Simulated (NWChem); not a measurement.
# C4H6S (2,3-dihydrothiophene): TPSSh/6-31G(d) (spherical functions)

Aim: the electronic atomisation energy of C4H6S (2,3-dihydrothiophene) at TPSSh/6-31G* (spherical functions), from 4 runs. 

The results are computed with NWChem 7.3.0.

4 further runs of the same task are left out: 1 that didn't finish, 3 set aside as unsound or not needed.

## (1) The structure to begin with

The species is C4H6S (11 atoms), meant as a singlet with charge 0. As SMILES, `C1=CSCC1`. Geometry: relaxed at PBE0-D4/def2-TZVP. This is one conformer, not always the lowest.

Bond lengths: C1–C2 1.329 Å, C2–S3 1.749 Å, S3–C4 1.823 Å, C1–C5 1.500 Å, C4–C5 1.528 Å, C1–H6 1.083 Å, C2–H7 1.082 Å, C4–H8 1.089 Å, C4–H9 1.092 Å, C5–H10 1.099 Å, C5–H11 1.093 Å. Some angles: C1–C2–S3 115.0°, C2–C1–C5 114.2°, C2–S3–C4 90.3°, S3–C4–C5 106.7°, C1–C5–C4 106.3°, C1–C2–H7 126.2°, S3–C2–H7 118.7°, C2–C1–H6 123.2°, C5–C1–H6 122.4°, S3–C4–H8 109.2°.

## (2) The energy at TPSSh/6-31G(d) (spherical functions) (run 1)

File c4h6s.nw:

```
start c4h6s
memory stack 880 mb heap 220 mb global 1100 mb

geometry units angstroms noautosym nocenter noautoz
  C     0.280500    1.058200   -0.374100
  C     1.266700    0.759000    0.465700
  S     1.220700   -0.865500    1.112000
  C    -0.478300   -1.076400    0.485100
  C    -0.649000   -0.083500   -0.663200
  H     0.197200    2.015800   -0.873100
  H     2.082600    1.409500    0.751800
  H    -0.623300   -2.113100    0.183800
  H    -1.164400   -0.846900    1.303500
  H    -0.374400   -0.543900   -1.622300
  H    -1.692700    0.229900   -0.748800
end

basis spherical bse
  * library 6-31G*
end

dft
  xc xctpssh
  grid xfine
  convergence energy 1e-08
  maxiter 100
  mulliken
  print low
end

task dft energy
```

The run is started by

```sh
$ nwchem c4h6s.nw > c4h6s.out
```

The program printed:

```text
[...]
 d= 0,ls=0.0,diis     1   -554.1715399617 -7.72D+02  7.72D-03  3.28D-01     4.0
[...]
 d= 0,ls=0.0,diis    10   -554.2166206111 -3.13D-09  4.16D-07  1.71D-09    35.1
         Total DFT energy =     -554.216620611114
      One electron energy =    -1192.079869182953
           Coulomb energy =      469.447230825705
    Exchange-Corr. energy =      -49.745993762467
 Nuclear repulsion energy =      218.162011508602
[...]
      Total Density - Mulliken Population Analysis
     ---------------------------------------------
    Atom       Charge   Shell Charges
 -----------   ------   -------------------------------------------------------
    1 C    6     6.11   2.00  0.68  2.05  0.51  0.84  0.04
    2 C    6     6.33   2.00  0.69  2.02  0.60  0.99  0.04
    3 S   16    15.85   2.00  2.00  5.97  1.34  3.03  0.49  0.95  0.07
    4 C    6     6.47   2.00  0.67  2.05  0.69  1.03  0.04
    5 C    6     6.33   2.00  0.67  2.10  0.62  0.92  0.04
    6 H    1     0.84   0.53  0.31
    7 H    1     0.81   0.53  0.28
    8 H    1     0.80   0.53  0.27
    9 H    1     0.80   0.53  0.27
   10 H    1     0.82   0.53  0.29
[...]
```

Wall time 36 s (1 thread of AMD EPYC 9R45 (Zen 5), shared host); peak memory 0.14 GiB.

## (3) The C atom, same level (run 2)

File c.xyz:

```xyz
1
C
C      0.000000     0.000000     0.000000
```

File c.nw:

```
start c
title "C"
memory 2200 mb

geometry noautosym nocenter noautoz
  load c.xyz
end

basis spherical bse
  C library 6-31G*
end

dft
  xc xctpssh
  mult 3
  grid xfine
  convergence energy 1e-08
  maxiter 100
  mulliken
  print low
end

task dft energy
```

Run the same way, it converges to -37.84903 Eh (log not shown).

## (4) The H atom (run 3)

File test.nw:

```
start test
memory 2200 mb
geometry units bohr noautosym nocenter noautoz
  H      0.00000000     0.00000000     0.00000000
end
basis spherical bse
  * library 6-31G*
end
dft
  xc xctpssh
  mult 2
  grid xfine
  convergence energy 1e-08
  iterations 100
  mulliken
  print low
end
task dft energy
```

Run the same way, it converges to -0.49789 Eh (log not shown).

## (5) The S atom, same level (run 4)

File s.nw:

```
start s
title "S energy"
memory 2200 mb

geometry units angstrom noautosym nocenter noautoz
   S      0.000000     0.000000     0.000000
end

basis spherical bse
   * library 6-31G*
end

dft
   xc xctpssh
   mult 3
   grid xfine
   convergence energy 1e-08
   maxiter 100
   mulliken
   print low
end

task dft energy
```

Run the same way, it converges to -398.10115 Eh (log not shown).

## (6) All runs side by side

```
run                                level  partner  energy (Eh)  wall time
  1   TPSSh/6-31G* (spherical functions)     base  -554.216621       36 s
  2  UTPSSh/6-31G* (spherical functions)    atoms   -37.849029     0.94 s
  3  UTPSSh/6-31G* (spherical functions)    atoms    -0.497891      0.6 s
  4  UTPSSh/6-31G* (spherical functions)    atoms  -398.101146      1.2 s
```

## (7) Results

At TPSSh/6-31G* (spherical functions):

| quantity | value |
| --- | --- |
| S atom: total energy | -398.10115 Eh |
| S atom: ⟨S²⟩ | 2.003 |
| electronic atomisation energy | 47.130 eV |

**Reading.** Taking the molecule apart into free atoms costs 47.13 eV (1087 kcal/mol), before zero-point energy and without spin-orbit coupling. All runs together took 38 s, the longest 36 s.
